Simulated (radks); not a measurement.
# The first electron to leave Pb¹⁰⁺

Pb¹⁰⁺ stands in [Xe] 4f14 5d4. From which sub-shell is an electron easiest to take? Each removal is a run of its own. The parent's configuration is the lowest that an earlier search found at this level.

Program: radks (a radial shooting solver on a logarithmic mesh, Libxc functionals) version 1. Level of theory: scalar-relativistic Kohn-Sham, BLYP, spin-polarised, spherical densities, finite nucleus; open shells are filled with parallel spins first. These are calculated values, not measurements, unless marked.

1 further run of the same task is left out (set aside as unsound or not needed).

### Step 1. Starting point

```
element            : lead (Z = 82)
charge             : +10
electrons          : 72
configuration      : [Xe] 4f14 5d4
nuclear rms radius : 5.5012 fm
```

Outer shells as boxes (Hund's rule):

Pb¹⁰⁺
```
[Xe] core
4f [↑↓][↑↓][↑↓][↑↓][↑↓][↑↓][↑↓]
5d [↑ ][↑ ][↑ ][↑ ][  ]
```

### Step 2. The parent, Pb¹⁰⁺

From an earlier run at this level the parent has E = -20848.649237 hartree and these outer levels (eV):

```tsv
level	occupation	energy (eV)
5s up	1	-306.62
5s down	1	-303.18
4f up	7	-300.31
4f down	7	-299.51
5p up	3	-245.26
5p down	3	-241.25
5d up	4	-172.45
5d down	0	-168.23
```

### Step 3. Remove 5d: [Xe] 4f14 5d3

Input:

```text
Z 82
configuration [Xe] 4f14 5d3
relativity scalar-relativistic
functional b88,lyp
spin polarised
nucleus finite rms 5.5012 fm
c 137.035999084
```

### Step 4. Remove 5p: [Kr] 4d10 4f14 5s2 5p5 5d4

Input:

```text
Z 82
configuration [Kr] 4d10 4f14 5s2 5p5 5d4
relativity scalar-relativistic
functional b88,lyp
spin polarised
nucleus finite rms 5.5012 fm
c 137.035999084
```

### Step 5. Remove 4f: [Xe] 4f13 5d4

Input:

```text
Z 82
configuration [Xe] 4f13 5d4
relativity scalar-relativistic
functional b88,lyp
spin polarised
nucleus finite rms 5.5012 fm
c 137.035999084
```

### Step 6. Remove 5s: [Kr] 4d10 4f14 5s1 5p6 5d4

Input:

```text
Z 82
configuration [Kr] 4d10 4f14 5s1 5p6 5d4
relativity scalar-relativistic
functional b88,lyp
spin polarised
nucleus finite rms 5.5012 fm
c 137.035999084
```

Q: Predict the outcome of this session. Wanted: for each run, case; final configuration; Δ-SCF; −ε of the level emptied.

**Answer**, as computed:

```tsv
case	final configuration	Δ-SCF (eV)	−ε of the level emptied (eV)
remove 5d	[Xe] 4f14 5d3	182.36	172.45
remove 5p	[Kr] 4d10 4f14 5s2 5p5 5d4	252.23	241.25
remove 5s	[Kr] 4d10 4f14 5s1 5p6 5d4	315.16	303.18
remove 4f	[Xe] 4f13 5d4	318.54	299.51
```

In words: Removal from 5d costs least (182.36 eV), ahead of 5p (252.23 eV). 5d is also the highest occupied level of the parent. NIST lists 182 eV (theoretical), between the same two configurations. Open shells are spherical and high-spin; term and fine-structure splittings are not resolved. Spin-orbit splitting is averaged out at the scalar-relativistic level.
